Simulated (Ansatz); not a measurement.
**GaH₅OSi: up Jacob's ladder to CCSD(T)**

Aim: compute GaH₅OSi with functionals from several rungs and with coupled cluster, and see how far each lands from CCSD(T) at the basis-set limit for the atomisation energy.

The runs use Ansatz 0.2.0, Gaussian basis; functionals in def2-TZVPP, the program's frozen cores in correlated methods.

The runs, in order: LDA (SPW92), PBE-D4, revPBE-D4, BLYP-D4, r2SCAN-D4, B97M-V, PBE0-D4, B3LYP-D4, r2SCANh-D4, r2SCAN0-D4, HSE06-D4, BHLYP-D4, CAM-B3LYP-D4, LC-ωPBE, ωB97X-V, ωB97M-V, B2PLYP, PBE-QIDH; CCSD(T)/def2-SVP; CCSD(T)/def2-TZVPP; MP2/def2-QZVPP; extrapolation to the limit; RPA on PBE.

**1. The geometry**

The geometry comes from an earlier relaxation with PBE0-D4 in a triple-zeta def2 set; it is a stationary point, not always the lowest conformer.

SMILES `O[SiH2][GaH2]`, 8 atoms, charge 0, spin multiplicity 1.

Atoms are counted from 1 here; the program's logs count them from 0.

Bond lengths: O1–Si2 1.662 Å, O1–H4 0.959 Å, Si2–Ga3 2.424 Å, Si2–H5 1.495 Å, Si2–H6 1.495 Å, Ga3–H7 1.574 Å, Ga3–H8 1.574 Å. Angles: Si2–O1–H4 117.5°, O1–Si2–Ga3 103.6°, O1–Si2–H5 110.6°, O1–Si2–H6 110.6°, Ga3–Si2–H5 113.3°, Ga3–Si2–H6 113.3°, H5–Si2–H6 105.5°, Si2–Ga3–H7 121.1°, Si2–Ga3–H8 121.1°, H7–Ga3–H8 117.7°.

**2. LDA**

This LDA is Slater exchange with PW92 correlation.

Contents of in.yaml:

```yaml
crystal:
  periodic: [false, false, false]
  atoms:
    - {symbol: O, position_ang: [-1.428004, 0.012375, -1.041690]}
    - {symbol: Si, position_ang: [-0.235870, 0.746314, -0.146121]}
    - {symbol: Ga, position_ang: [1.048152, -1.115506, 0.725538]}
    - {symbol: H, position_ang: [-2.061796, 0.579848, -1.483323]}
    - {symbol: H, position_ang: [0.569752, 1.672124, -0.999831]}
    - {symbol: H, position_ang: [-0.832882, 1.604558, 0.922518]}
    - {symbol: H, position_ang: [2.264654, -1.711218, -0.075712]}
    - {symbol: H, position_ang: [0.676004, -1.788496, 2.098620]}
basis:
  gaussian: {orbitals: def2-TZVPP}
hamiltonian: {xc: lda}
output: {orbitals: {seedname: orbitals}}
```

Run with:

```console
ansatz run in.yaml --threads 2 --pin off --events-out ev --progress --plain --max-ram 4352MiB
```

The runs that follow: PBE-D4 (GGA); revPBE-D4 (GGA); BLYP-D4 (GGA); r2SCAN-D4 (meta-GGA); B97M-V (meta-GGA); B3LYP-D4 (hybrid); r2SCANh-D4 (hybrid); r2SCAN0-D4 (hybrid); HSE06-D4 (hybrid); BHLYP-D4 (hybrid); CAM-B3LYP-D4 (range-separated); LC-ωPBE (range-separated); ωB97X-V (range-separated); ωB97M-V (range-separated); B2PLYP (double hybrid); PBE-QIDH (double hybrid); CCSD(T) in def2-SVP; CCSD(T) in def2-TZVPP; MP2 in def2-QZVPP; RPA on PBE orbitals.

Q: Predict the results of all the runs planned. Wanted: atomisation energy, CCSD(T)/CBS; farthest beyond LDA; mean size of error, GGA; mean size of error, meta-GGA; mean size of error, hybrid; mean size of error, range-separated; mean size of error, double hybrid; gap, smallest and largest; T1 diagnostic.

As calculated:

| quantity | value |
| --- | --- |
| atomisation energy, CCSD(T)/CBS | 2305.9 kJ/mol |
| functionals within 23.1 kJ/mol (1.0 %) | r2SCAN-D4, B97M-V, CAM-B3LYP-D4, ωB97X-V, ωB97M-V |
| farthest beyond LDA | revPBE-D4 (-83.6 kJ/mol) |
| mean size of error, GGA | 57.9 kJ/mol |
| mean size of error, meta-GGA | 7.8 kJ/mol |
| mean size of error, hybrid | 48.9 kJ/mol |
| mean size of error, range-separated | 16.5 kJ/mol |
| mean size of error, double hybrid | 49.2 kJ/mol |
| gap, smallest and largest | 3.18 eV (LDA (SPW92)), 9.98 eV (LC-ωPBE) |
| T1 diagnostic | 0.0126 |
| triples share of the correlation energy | 3.4 % |

In words: The LDA atomisation energy is off by 265.1 kJ/mol (11 %): it overbinds. PBE-D4 misses by -37.4 kJ/mol. Double hybrids carry the basis error of their MP2 part in triple zeta, and no dispersion term here, so their miss is partly the set-up's. The rungs meta-GGA, range-separated miss on average by less than the doubt on the reference (23.1 kJ/mol), so they tie. Misses under about 23.1 kJ/mol are within the doubt on the reference itself, which lacks core-valence correlation, relativity and higher excitations, and its outer-core shells are covered unevenly. Hartree-Fock recovers 72 % of the binding; the rest is correlation. CCSD(T) in def2-SVP is off by -185.8 kJ/mol, worse than the median functional, from the basis alone. Orbital gaps span 3.2 to 10.0 eV; exact exchange widens them. Correlated methods include outer-core shells of Ga, which these sets cover unevenly.
